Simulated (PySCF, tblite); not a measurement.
**C₄H₉SeSi radical: geometry, infrared bands and EPR parameters**

Aim: predict the infrared bands and EPR parameters of C₄H₉SeSi radical (`[SeH][C@@H]1CCC[SiH]1`).

Programs: tblite 0.8.0 and PySCF 2.14.0, with density-fitted response routines of our own. Each step states its level of theory. These are calculated values for one molecule in the gas phase, unless marked as measured. Atoms are numbered from 0 throughout.

**1. The molecule as given**

15 atoms, charge 0, multiplicity 2; geometry from: force field or distance geometry start.

Bonds of the start (Å): Se0–C1 1.93, C1–C2 1.51, C2–C3 1.51, C3–C4 1.50, C4–Si5 1.87, Si5–C1 1.88, Se0–H6 1.53, C1–H7 1.11, C2–H8 1.10, C2–H9 1.12, C3–H10 1.11, C3–H11 1.13, C4–H12 1.12, C4–H13 1.10, Si5–H14 1.49.

**2. Optimising the geometry with GFN2-xTB**

The job: settings as JSON, then the geometry in Å.

```
{"job": {"kind": "relax", "xc": "GFN2-xTB", "basis": "xTB"}, "charge": 0, "multiplicity": 2}
Se     2.650100     0.920300     0.751700
C      0.963200    -0.013800     0.685000
C      0.479900    -0.284800    -0.720700
C     -0.936100    -0.785700    -0.623700
C     -1.762200     0.191100     0.162800
Si    -0.491000     1.048600     1.238500
H      3.832100    -0.005000     0.432100
H      0.969600    -0.975500     1.230300
H      1.119800    -0.978800    -1.276000
H      0.448000     0.721400    -1.212700
H     -1.428600    -0.919900    -1.607200
H     -0.889800    -1.786300    -0.100200
H     -2.397500    -0.397200     0.865400
H     -2.328600     0.896000    -0.465700
H     -0.233400     2.377600     0.618400
```

Run with:

```console
OMP_NUM_THREADS=1 python probes_run.py task.json out
```

One launch serves the whole session: the jobs run in the order shown.

The log of the run:

```text
step      E/eV     max force
  0    -488.75658    1.849
  1    -488.94171    0.898
  2    -489.03568    0.805
  3    -489.11532    0.543
  4    -489.15987    0.591
  5    -489.19098    0.499
  6    -489.21440    0.352
  7    -489.23128    0.302
  8    -489.24579    0.309
  9    -489.25795    0.297
 10    -489.26704    0.210
 11    -489.27304    0.220
 12    -489.27781    0.184
 13    -489.28199    0.190
 14    -489.28583    0.184
 15    -489.28904    0.148
 16    -489.29140    0.126
 17    -489.29335    0.117
 18    -489.29568    0.122
 19    -489.29889    0.142
 20    -489.30259    0.162
 21    -489.30587    0.136
 22    -489.30860    0.146
 23    -489.31108    0.140
 24    -489.31296    0.101
 25    -489.31441    0.088
 26    -489.31578    0.097
 27    -489.31731    0.120
 28    -489.31910    0.108
 29    -489.32098    0.103
 30    -489.32253    0.094
 31    -489.32359    0.081
 32    -489.32438    0.072
 33    -489.32520    0.089
 34    -489.32622    0.105
 35    -489.32759    0.094
 36    -489.32937    0.120
 37    -489.33147    0.125
 38    -489.33370    0.118
 39    -489.33579    0.113
 40    -489.33769    0.081
 41    -489.33951    0.085
 42    -489.34119    0.102
 43    -489.34273    0.112
 44    -489.34436    0.108
 45    -489.34599    0.099
 46    -489.34735    0.083
 47    -489.34837    0.080
 48    -489.34915    0.071
 49    -489.34985    0.092
 50    -489.35053    0.067
 51    -489.35143    0.058
 52    -489.35190    0.062
 53    -489.35252    0.079
 54    -489.35296    0.056
 55    -489.35329    0.040
 56    -489.35348    0.034
 57    -489.35361    0.029
 58    -489.35372    0.033
 59    -489.35380    0.025
 60    -489.35385    0.016
 61    -489.35388    0.012
 62    -489.35389    0.008
```

It took 0.33 s on 1 thread of Arm Neoverse V2, shared host.

Relaxation path: (not every step is listed)

| step | energy from step 0 (eV) | largest force (eV/Å) |
| --- | --- | --- |
| 0 | 0.0000 | 1.8486 |
| 1 | -0.1851 | 0.8982 |
| 2 | -0.2791 | 0.8049 |
| 3 | -0.3587 | 0.5433 |
| 4 | -0.4033 | 0.5907 |
| 5 | -0.4344 | 0.4985 |
| 6 | -0.4578 | 0.3516 |
| 7 | -0.4747 | 0.3023 |
| 8 | -0.4892 | 0.3089 |
| 12 | -0.5212 | 0.1845 |
| 16 | -0.5348 | 0.1260 |
| 20 | -0.5460 | 0.1623 |
| 24 | -0.5564 | 0.1007 |
| 28 | -0.5625 | 0.1077 |
| 32 | -0.5678 | 0.0720 |
| 36 | -0.5728 | 0.1198 |
| 40 | -0.5811 | 0.0809 |
| 44 | -0.5878 | 0.1077 |
| 48 | -0.5926 | 0.0709 |
| 52 | -0.5953 | 0.0624 |
| 56 | -0.5969 | 0.0343 |
| 57 | -0.5970 | 0.0293 |
| 58 | -0.5971 | 0.0330 |
| 59 | -0.5972 | 0.0249 |
| 60 | -0.5973 | 0.0158 |
| 61 | -0.5973 | 0.0121 |
| 62 | -0.5973 | 0.0081 |

Close pairs (by a distance rule), those that changed most:

| bond | before (Å) | after (Å) | change (Å) |
| --- | --- | --- | --- |
| Se0–H6 | 1.535 | 1.450 | -0.084 |
| Se0–C1 | 1.929 | 1.975 | +0.045 |
| C4–Si5 | 1.873 | 1.915 | +0.042 |
| C1–Si5 | 1.884 | 1.923 | +0.039 |
| C3–H11 | 1.130 | 1.093 | -0.037 |
| C3–C4 | 1.502 | 1.531 | +0.029 |
| C4–H12 | 1.115 | 1.088 | -0.027 |
| C2–H9 | 1.120 | 1.094 | -0.027 |

The next job starts from the end point, and lists it.

**3. Vibrational analysis with GFN2-xTB**

The job: settings as JSON, then the geometry in Å.

```
{"job": {"kind": "ir", "xc": "GFN2-xTB", "basis": "xTB"}, "charge": 0, "multiplicity": 2}
Se     2.566965     1.150540     0.684170
C      0.986676    -0.033810     0.679202
C      0.515858    -0.428704    -0.713071
C     -0.946649    -0.857622    -0.595572
C     -1.729664     0.257308     0.102975
Si    -0.503223     0.943258     1.403648
H      3.449999     0.208107     0.024155
H      1.264234    -0.911885     1.266603
H      1.130403    -1.227342    -1.136686
H      0.581929     0.436066    -1.379876
H     -1.361950    -1.076739    -1.581112
H     -1.001671    -1.771596     0.000911
H     -2.670096    -0.117911     0.500778
H     -1.980745     1.040198    -0.615579
H     -0.306481     2.398122     1.337542
```

The log of the run:

```text
mode    cm-1     km/mol
  1      77.7      1.08
  2     138.4      0.85
  3     168.3     11.18
  4     210.6      1.21
  5     250.6      1.83
  6     353.2      5.45
  7     462.0     11.29
  8     509.1     35.69
  9     547.0     60.54
 10     588.1      5.92
 11     660.2     25.63
 12     705.0     74.11
 13     772.0     43.47
 14     781.3     38.52
 15     885.5      3.33
 16     932.1      1.37
 17     972.2      2.56
 18    1025.3      9.03
 19    1072.0      7.82
 20    1090.9      8.40
 21    1096.0      7.70
 22    1156.0      0.79
 23    1206.2     11.38
 24    1248.5      4.39
 25    1261.0      1.52
 26    1316.5      0.66
 27    1330.1      2.72
 28    1480.1      1.05
 29    1491.7      1.20
 30    1500.1      0.69
 31    2005.4    455.12
 32    2192.0    258.38
 33    2928.0     13.95
 34    2948.2     31.24
 35    2956.6      5.08
 36    2963.0     21.33
 37    2971.4     90.61
 38    2981.7     44.39
 39    3016.0     28.49
```

Run time: 0.39 s. Hardware: 1 thread of Arm Neoverse V2, shared host.

The strongest bands and the atoms that carry them (share of the mass-weighted mode):

| cm⁻¹ | km/mol | atoms |
| --- | --- | --- |
| 547 | 60.5 | H14 69 %, Si5 11 % |
| 705 | 74.1 | C4 38 %, Si5 27 %, H13 15 % |
| 772 | 43.5 | C1 42 %, H6 28 % |
| 781 | 38.5 | H12 35 %, C4 32 %, H13 15 % |
| 2005 | 455.1 | H6 99 % |
| 2192 | 258.4 | H14 97 % |
| 2971 | 90.6 | H11 40 %, H13 26 %, H10 13 %, H9 12 % |
| 2982 | 44.4 | H10 64 %, H11 28 % |

**4. EPR parameters: B3LYP/def2-TZVP-core+pcH-1**

The job, as its differences from that of step 3:

```diff
@@ -1,2 +1,2 @@
-{"job": {"kind": "ir", "xc": "GFN2-xTB", "basis": "xTB"}, "charge": 0, "multiplicity": 2}
+{"job": {"kind": "epr", "basis": "pcH-1"}, "charge": 0, "multiplicity": 2}
 Se     2.566965     1.150540     0.684170
```

With the program's defaults for keys left out, this is: UKS B3LYP, def2-TZVP-core on Se, pcH-1 on C H Si, non-relativistic, mean-field spin-orbit, GIAO.

The log of the run:

```text
UKS, coarse grid
  cycle   1  E = -2848.83613335  |g| = 1.47e+00
  cycle   2  E = -2848.78636850  |g| = 6.89e-01
  cycle   3  E = -2848.82188206  |g| = 4.71e-01
  cycle   4  E = -2848.91501764  |g| = 9.85e-02
  cycle   5  E = -2848.91956788  |g| = 2.61e-02
  cycle   6  E = -2848.91989227  |g| = 7.58e-03
  cycle   7  E = -2848.91992095  |g| = 9.80e-04
  cycle   8  E = -2848.91992250  |g| = 3.42e-04
UKS, final grid
  cycle   1  E = -2848.91996325  |g| = 3.59e-04
  cycle   2  E = -2848.91996322  |g| = 4.54e-04
  cycle   3  E = -2848.91996331  |g| = 3.79e-05
  cycle   4  E = -2848.91996331  |g| = 2.49e-05
E = -2848.91996331 Eh   <S^2> = 0.7513 (exact 0.7500)
g shifts (ppm)      1          2          3
  rmc          -138       -138       -138
  gc             14         65         69
  oz_so       -2196       1416       4440
  total       -2318       1343       4373
hyperfine (MHz)  atom isotope    a_iso     a_fc   dipolar eigenvalues
    0  77Se      34.37      34.43     -5.81     -4.54     10.35
    1   13C      24.87      24.87     -4.31     -3.19      7.50
    2   13C      14.85      14.85     -1.41     -1.16      2.57
    3   13C       5.00       5.01     -0.97     -0.77      1.74
    4   13C      24.87      24.85     -5.30     -4.04      9.34
    5  29Si    -491.05    -492.00   -170.66     84.13     86.53
    6    1H       6.34       6.31     -1.03     -0.56      1.59
    7    1H      14.03      14.03     -4.23     -2.98      7.21
    8    1H      11.09      11.10     -1.44     -0.81      2.25
    9    1H      -0.61      -0.61     -2.00     -1.41      3.41
   10    1H       2.72       2.72     -1.36     -0.85      2.20
   11    1H      -0.59      -0.60     -1.99     -1.49      3.48
   12    1H      12.89      12.90     -4.51     -3.04      7.55
   13    1H      33.30      33.29     -3.99     -0.09      4.08
   14    1H      80.88      80.86     -9.09      1.17      7.92
```

It took 3.6 min on 1 thread of Arm Neoverse V2, shared host; peak memory 1.3 GiB.

Principal g values 2.00000, 2.00366, 2.00669; g(iso) = 2.00345, against 2.00232 for a free electron.

Hyperfine couplings, nucleus by nucleus at this fixed geometry (no averaging over rotations):

| nuclei | isotope | a(iso) (MHz) | a(iso) (G, at g = 2.0023) | largest dipolar term (MHz) |
| --- | --- | --- | --- | --- |
| Si5 | 29Si | -491.0 | -175.2 | -170.7 |
| H14 | 1H | 80.9 | 28.9 | -9.1 |
| Se0 | 77Se | 34.4 | 12.3 | 10.3 |
| H13 | 1H | 33.3 | 11.9 | 4.1 |
| C1 | 13C | 24.9 | 8.9 | 7.5 |
| C4 | 13C | 24.9 | 8.9 | 9.3 |
| C2 | 13C | 14.8 | 5.3 | 2.6 |
| H7 | 1H | 14.0 | 5.0 | 7.2 |
| H12 | 1H | 12.9 | 4.6 | 7.6 |
| H8 | 1H | 11.1 | 4.0 | 2.3 |
| H6 | 1H | 6.3 | 2.3 | 1.6 |
| C3 | 13C | 5.0 | 1.8 | 1.7 |
| H10 | 1H | 2.7 | 1.0 | 2.2 |
| H9 | 1H | -0.6 | -0.2 | 3.4 |

Mulliken spin populations:

Se0 0.01; C1 0.00; C2 0.01; C3 0.00; C4 0.01; Si5 0.93; H6 0.00; H7 0.00; H8 0.01; H9 0.00; H10 0.00; H11 0.00; H12 0.00; H13 0.01; H14 0.02

In first order the couplings over 0.8 MHz of 1H give 128 distinct lines over 57.5 G.

The fields below are evaluated on a grid from the run's orbitals.

ELF in a plane through or near 7 of the atoms.

Values, 10 rows by 14 columns:
```
0.00 0.00 0.00 0.00 0.00 0.00 0.00 0.00 0.00 0.00 0.00 0.00 0.00 0.00
0.00 0.00 0.00 0.00 0.00 0.01 0.43 0.46 0.03 0.00 0.00 0.00 0.00 0.00
0.00 0.00 0.01 0.12 0.03 0.06 1.00 1.00 0.36 0.01 0.00 0.00 0.00 0.00
0.00 0.01 0.46 0.85 0.72 0.06 0.70 0.57 0.36 0.13 0.04 0.00 0.00 0.00
0.00 0.02 0.29 0.25 0.61 0.60 0.55 0.25 0.73 0.44 0.53 0.08 0.00 0.00
0.00 0.03 0.89 1.00 0.43 0.40 0.80 0.46 0.79 0.58 0.19 0.02 0.00 0.00
0.00 0.00 0.66 0.94 0.01 0.68 0.91 0.68 0.79 0.97 0.22 0.00 0.00 0.00
0.00 0.00 0.00 0.00 0.01 0.96 0.98 0.06 0.25 0.78 0.12 0.00 0.00 0.00
0.00 0.00 0.00 0.00 0.00 0.01 0.02 0.00 0.00 0.00 0.00 0.00 0.00 0.00
0.00 0.00 0.00 0.00 0.00 0.00 0.00 0.00 0.00 0.00 0.00 0.00 0.00 0.00
```
The map spans 12.1 Å across and 10.7 Å up, centred on the molecule. Atoms in the plane (x, y in Å): Se0 (-2.7, 0.9), C2 (-0.4, -0.8), C4 (1.7, 0.5), H6 (-3.4, -0.4), H8 (-0.8, -1.8), H10 (1.7, -1.6), H14 (-0.1, 2.7).

On the surface of density 0.002 e/bohr³ the electrostatic potential runs, from the 1st to the 99th percentile, from -0.95 V near Se0 to 0.81 V near H7.

The spin density lies nearest to Si5 71 %; H14 11 %.

**5. Results**

| quantity | value |
| --- | --- |
| strongest single infrared mode (GFN2-xTB) | 2005 cm⁻¹, 455 km/mol |
| zero-point energy (GFN2-xTB) | 71.8 kcal/mol |
| g(iso) (B3LYP) | 2.00345 |
| ⟨S²⟩ | 0.751 (exact 0.75) |
| largest a(iso) | 29Si on Si5, -491.0 MHz |
| surface potential, 1st and 99th percentile | -0.95 V and 0.81 V |

**Reading.** Relaxing lowered the energy by 0.597 eV in 62 steps; the close pair that moved most is Se0–H6, from 1.535 to 1.450 Å. No mode is imaginary among the 39: a minimum at this level. The strongest single mode, at 2005 cm⁻¹, moves mainly H6. Unscaled tight-binding wavenumbers are off by several per cent, some by more. Its intensities can rank the bands wrongly. Si5 carries the largest spin population, 0.93 e. The isotropic g lies 1.1 ppt above the free-electron value. The hyperfine terms hold no scalar relativity, which the heavier nuclei need.
